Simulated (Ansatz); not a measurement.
The system is Te4Pt3.

```
Pt Te
1.0
     1.99400    1.15124   11.79667
    -1.99400    1.15124   11.79667
     0.00000   -2.30247   11.79667
Pt Te
3 4
Direct
  0.85400 0.85400 0.85400
  0.14600 0.14600 0.14600
  0.00000 0.00000 0.00000
  0.70500 0.70500 0.70500
  0.29500 0.29500 0.29500
  0.55700 0.55700 0.55700
  0.44300 0.44300 0.44300
```

| Property | Result |
| --- | --- |
| Program | Ansatz 0.2.0 |
| Task | single point |
| Functional | PBEsol |
| Potentials or basis | Ansatz PAW |
| Cutoff | 420 eV (not typed: the program's choice for these potentials) |
| k mesh | 8 × 8 × 8 |
| Occupations | fermi-dirac, width 0.05 eV |
| Spin | no spin polarisation |

On this cell: pressure -1.2 GPa; largest force 0.634 eV/Å; band gap on the k mesh none (metal or under the smearing width).

The same run follows on a disturbed copy (atoms moved at random, drawn with an rms of 0.05 Å):

```
Pt Te
1.0
     1.99400    1.15124   11.79667
    -1.99400    1.15124   11.79667
     0.00000   -2.30247   11.79667
Pt Te
3 4
Direct
  0.84745 0.84704 0.86692
  0.12508 0.15967 0.15196
  0.00593 0.99755 0.99707
  0.72432 0.70055 0.69208
  0.28875 0.30230 0.29300
  0.54352 0.56043 0.56898
  0.44109 0.43858 0.45224
```

What changes?

The energy (extrapolated to zero smearing) moves by +7.2 meV/atom; pressure -1.2 GPa; largest force 0.840 eV/Å; band gap on the k mesh none (metal or under the smearing width).

Forces in eV/Å, atoms in the order of the input:
```
Pt  -0.500  0.164  0.282
Pt   0.810 -0.094  0.201
Pt  -0.095  0.193  0.003
Te  -0.225 -0.258 -0.023
Te   0.274 -0.005  0.038
Te   0.214  0.007 -0.790
Te  -0.478 -0.008  0.289
```

Stress tensor (GPa, compression positive):
```
-1.23  0.03 -0.29
 0.03 -0.99 -0.14
-0.29 -0.14 -1.49
```

Caveats: the PAW data sets come from PBE, with cores solved anew for the run's functional, which leaves a small shift of forces and pressure.
